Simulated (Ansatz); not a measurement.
# C₂H₆Cl₂Se₂Zr: geometry and vibrations

The task is to find a stationary geometry of C₂H₆Cl₂Se₂Zr, check the end point by its vibrations and derive ideal-gas thermochemistry.

Computed with Ansatz 0.2.0, Gaussian basis. Level: RKS PBE0-D4/def2-TZVP.

The runs, in order: relaxation at PBE0-D4/def2-TZVP; harmonic vibrations at the same level.

1 further run of the same task is left out (set aside as unsound or not needed). Runs told in other sessions of the task aren't counted.

### Step 1. The starting structure

13 atoms, charge 0, spin multiplicity 1.

Atoms are counted from 1 here; the program's logs count them from 0.

Bond lengths: C1–Se2 2.003 Å, C1–H8 1.095 Å, C1–H9 1.088 Å, C1–H10 1.097 Å, Se2–Zr3 2.506 Å, Zr3–Cl4 2.268 Å, Zr3–Cl5 2.262 Å, Zr3–Se6 2.505 Å, Se6–C7 1.997 Å, C7–H11 1.094 Å, C7–H12 1.096 Å, C7–H13 1.088 Å. Angles: Se2–C1–H8 108.8°, Se2–C1–H9 107.8°, Se2–C1–H10 109.2°, H8–C1–H9 109.7°, H8–C1–H10 111.1°, H9–C1–H10 110.1°, C1–Se2–Zr3 84.9°, Se2–Zr3–Cl4 109.7°, Se2–Zr3–Cl5 112.8°, Se2–Zr3–Se6 106.5°, Cl4–Zr3–Cl5 109.7°, Cl4–Zr3–Se6 107.8°, Cl5–Zr3–Se6 110.1°, Zr3–Se6–C7 82.7°, Se6–C7–H11 108.5°, Se6–C7–H12 108.8°, Se6–C7–H13 107.9°, H11–C7–H12 111.6° and more.

As a file:

```mol
C2H6Cl2Se2Zr
  3D, bonds by distance, orders not assigned

 13 12  0  0  0  0  0  0  0  0999 V2000
   -0.0153   -2.6969    0.1265 C   0  0
   -0.6222   -2.1767   -1.7099 Se  0  0
   -0.6834    0.1516   -0.7854 Zr  0  0
   -2.1349    0.2452    0.9550 Cl  0  0
   -1.2521    1.6970   -2.3366 Cl  0  0
    1.6109    0.6243    0.1028 Se  0  0
    0.8054    2.4028    0.5223 C   0  0
    1.0192   -2.3661    0.2639 H   0  0
   -0.0669   -3.7808    0.1982 H   0  0
   -0.6791   -2.2386    0.8693 H   0  0
    0.5678    2.9069   -0.4193 H   0  0
   -0.0903    2.2498    1.1349 H   0  0
    1.5408    2.9813    1.0782 H   0  0
  1  2  8  0
  2  3  8  0
  3  4  8  0
  3  5  8  0
  3  6  8  0
  6  7  8  0
  1  8  8  0
  1  9  8  0
  1 10  8  0
  7 11  8  0
  7 12  8  0
  7 13  8  0
M  END
```

The start is a GFN2-xTB geometry. Zr takes the def2 core potential; no spin-orbit term is included.

### Step 2. Optimising with PBE0-D4/def2-TZVP

in.yaml reads:

```yaml
crystal:
  periodic: [false, false, false]
  atoms:
    - {symbol: C, position_ang: [-0.015260, -2.696930, 0.126490]}
    - {symbol: Se, position_ang: [-0.622190, -2.176680, -1.709850]}
    - {symbol: Zr, position_ang: [-0.683430, 0.151600, -0.785400]}
    - {symbol: Cl, position_ang: [-2.134860, 0.245240, 0.955000]}
    - {symbol: Cl, position_ang: [-1.252050, 1.697030, -2.336620]}
    - {symbol: Se, position_ang: [1.610900, 0.624320, 0.102800]}
    - {symbol: C, position_ang: [0.805370, 2.402850, 0.522310]}
    - {symbol: H, position_ang: [1.019200, -2.366070, 0.263880]}
    - {symbol: H, position_ang: [-0.066920, -3.780840, 0.198230]}
    - {symbol: H, position_ang: [-0.679060, -2.238600, 0.869280]}
    - {symbol: H, position_ang: [0.567830, 2.906930, -0.419270]}
    - {symbol: H, position_ang: [-0.090330, 2.249850, 1.134950]}
    - {symbol: H, position_ang: [1.540800, 2.981300, 1.078210]}
basis:
  gaussian: {orbitals: def2-TZVP}
hamiltonian: {xc: pbe0, dispersion: d4}
relax: {f_tol: 0.005, max_steps: 150}
```

Command:

```console
$ ansatz run in.yaml --threads 4 --pin off --events-out ev --progress --plain --max-ram 66560MiB --backend cuda --devices 0, --max-vram 37GiB
```

Further steps of the session: Harmonic vibrations.

Before running them: what should the planned runs give, taken together? Wanted: point group; shift from the start; total energy; dispersion term; dipole moment; lowest, highest wavenumber; zero-point energy.

**Answer**, as computed:

| quantity | value |
| --- | --- |
| point group | C1 |
| steps | 29 |
| shift from the start (rms) | 0.639 Å |
| total energy | -159179.5179 eV |
| dispersion term | -458 meV |
| dipole moment | 1.88 D |
| lowest, highest wavenumber | 46, 3197 cm⁻¹ |
| zero-point energy | 49.1 kcal/mol |
| entropy at 298.15 K | 525.0 J/(mol K) |

What this shows: The atoms moved 0.64 Å (rms) from the start; the bond that changed most is Zr3–Cl4, from 2.268 to 2.350 Å. No mode is imaginary: a true minimum at this level. The stiffest mode, 3197 cm⁻¹, is a C–H stretch, and 11 modes under 200 cm⁻¹ make the vibrational entropy uncertain. Harmonic hybrid wavenumbers usually lie a few per cent above measured fundamentals. The largest Mulliken charge, +0.98 e, sits on Zr3.
